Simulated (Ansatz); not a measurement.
# CH2F3Si: rigid torsion scan, by script

Wanted for CH2F3Si: a rigid torsion scan.

Computed with the Python package of Ansatz 0.2.0. The levels of theory stand in the script.

## (1) Starting point

Bond lengths: F1–C2 1.363 Å, C2–F3 1.362 Å, C2–F4 1.435 Å, C2–Si5 1.814 Å, Si5–H6 1.522 Å, Si5–H7 1.479 Å. Angles: F1–C2–F3 105.8°, F1–C2–F4 105.3°, F1–C2–Si5 115.1°, F3–C2–F4 107.9°, F3–C2–Si5 110.1°, F4–C2–Si5 112.2°, C2–Si5–H6 114.8°, C2–Si5–H7 115.4°, H6–Si5–H7 107.9°.

No structure file is read: the coordinates are typed or built in the script.

## (2) Script

ch2f3si_torsion.py

```python
"""Energy of CH2F3Si as one group turns about a bond."""

import ansatz
from ase import Atoms


def main() -> None:
    atoms = Atoms(["F", "C", "F", "F", "Si", "H", "H"], positions=[
        (-0.0584, -0.8924, 1.6399),
        (0.2588, -0.6321, 0.3402),
        (0.1036, -1.8117, -0.3231),
        (1.6569, -0.311, 0.3499),
        (-0.7357, 0.6629, -0.4499),
        (-0.7307, 2.0019, 0.2731),
        (-0.4332, 0.9144, -1.8759),
    ])

    # relax first, so that the scan starts from a minimum
    first = (
        ansatz.Crystal.molecule_from_ase(atoms).calculation()
        .basis(gaussian="6-31G*")
        .spin("collinear", total=1)
        .scf(lower_state_search="off")
        .functional("pbe0")
        .relax(force_tolerance=0.02, max_steps=80)
    )
    atoms.positions = first.run(threads=1).report["positions_ang"]

    start = atoms.get_dihedral(0, 1, 4, 5)
    energies = {}
    for turn in range(0, 360, 40):
        turned = atoms.copy()
        turned.set_dihedral(0, 1, 4, 5, start + turn, indices=[4, 5, 6])
        model = (
            ansatz.Crystal.molecule_from_ase(turned).calculation()
            .basis(gaussian="6-31G*")
            .correlation("mp2")
            .spin("collinear", total=1)
            .scf(lower_state_search="off")
        )
        energies[round((start + turn) % 360)] = model.run(threads=1).report["free_energy_ev"]
    floor = min(energies.values())
    print("dihedral F0-C1-Si4-H5 (deg)   E - E(min) (eV)")
    for angle, e in sorted(energies.items()):
        print(f"{angle:8d} {(e - floor):14.3f}  " + "#" * int(30 * (e - floor) / max(max(energies.values()) - floor, 1e-9)))


if __name__ == "__main__":
    main()
```

## (3) The calls as engine input

The package turns the script's settings into the engine's input (first run):

```yaml
crystal:
  periodic: [false, false, false]
  atoms:
    - { symbol: F, position_ang: [-0.0584, -0.8924, 1.6399] }
    - { symbol: C, position_ang: [0.2588, -0.6321, 0.3402] }
    - { symbol: F, position_ang: [0.1036, -1.8117, -0.3231] }
    - { symbol: F, position_ang: [1.6569, -0.311, 0.3499] }
    - { symbol: Si, position_ang: [-0.7357, 0.6629, -0.4499] }
    - { symbol: H, position_ang: [-0.7307, 2.0019, 0.2731] }
    - { symbol: H, position_ang: [-0.4332, 0.9144, -1.8759] }
basis:
  gaussian:
    orbitals: "6-31G*"
hamiltonian:
  xc: pbe0
magnetization:
  spin_polarized: true
  initial_magnetization: 1.0
scf:
  lower_state_search: "off"
relax:
  f_tol: 0.02
  max_steps: 80
```

## (4) Launch

Launch:

```bash
$ python ch2f3si_torsion.py
```

Output:

```text
dihedral F0-C1-Si4-H5 (deg)   E - E(min) (eV)
      19          0.057  #############################
      59          0.000
      99          0.056  #############################
     139          0.057  ##############################
     179          0.000
     219          0.057  #############################
     259          0.057  #############################
     299          0.000
     339          0.057  #############################
```

It took 30 s on 1 thread of Arm Neoverse V1, shared host; peak memory 0.25 GiB.

## (5) How the relaxation of run 0 went

Step by step:

```
step  energy from step 1 (eV)  largest force component (eV/Å)
   1                   0.0000                          3.1393
   2                  -0.2508                          1.8229
   3                  -0.3266                          0.2396
   4                  -0.3285                          0.0258
   5                  -0.3287                          0.0187
```

Step 1 is the start.

Before: Bond lengths: F1–C2 1.363 Å, C2–F3 1.362 Å, C2–F4 1.435 Å, C2–Si5 1.814 Å, Si5–H6 1.522 Å, Si5–H7 1.479 Å. Angles: F1–C2–F3 105.8°, F1–C2–F4 105.3°, F1–C2–Si5 115.1°, F3–C2–F4 107.9°, F3–C2–Si5 110.1°, F4–C2–Si5 112.2°, C2–Si5–H6 114.8°, C2–Si5–H7 115.4°, H6–Si5–H7 107.9°.

After: Bond lengths: F1–C2 1.346 Å, C2–F3 1.346 Å, C2–F4 1.348 Å, C2–Si5 1.932 Å, Si5–H6 1.488 Å, Si5–H7 1.488 Å. Angles: F1–C2–F3 107.3°, F1–C2–F4 107.0°, F1–C2–Si5 111.8°, F3–C2–F4 107.0°, F3–C2–Si5 111.7°, F4–C2–Si5 111.6°, C2–Si5–H6 108.5°, C2–Si5–H7 108.4°, H6–Si5–H7 112.1°.

Run 0 is this relaxation; the runs after it count from 1.

## (6) Run by run

One row for each of the 9 runs:

| run | turn (°) | energy from run 1 (eV) | <S²> | iterations in all | CPU time (s) |
| --- | --- | --- | --- | --- | --- |
| 1 | 0 | 0.0000 | 0.75 | 15 | 1.1 |
| 2 | 40 | 0.0565 | 0.75 | 15 | 1.1 |
| 3 | 80 | 0.0570 | 0.75 | 15 | 1.1 |
| 4 | 120 | 0.0004 | 0.75 | 15 | 1.1 |
| 5 | 160 | 0.0565 | 0.75 | 15 | 1.1 |
| 6 | 200 | 0.0568 | 0.75 | 15 | 1.1 |
| 7 | 240 | 0.0004 | 0.75 | 15 | 1.1 |
| 8 | 280 | 0.0568 | 0.75 | 15 | 1.1 |
| 9 | 320 | 0.0569 | 0.75 | 15 | 1.1 |

## (7) Outcome

```
              quantity     value
         runs compared         9
       range of energy  0.057 eV
lowest point, turn (°)         0
```

In words: The lowest point lies at a turn of 0°, the highest 0.057 eV (5.5 kJ/mol) above it at 80°. The grid can miss the true lowest and highest points, and the rest of the molecule is held rigid. Run 0: After 4 moves the largest shift is 0.107 Å, of atom 5 (Si). What to keep in mind:
- The scan is rigid and the energies are electronic, in a modest basis. With rigid groups the curve can differ much from the relaxed path, the start wasn't checked as a minimum of this torsion, and equivalent turns needn't return to the same energy.
- The species is open-shell (spin multiplicity 2).
- The start is relaxed with a density functional and scanned with the wavefunction method, so it isn't exactly that method's minimum.
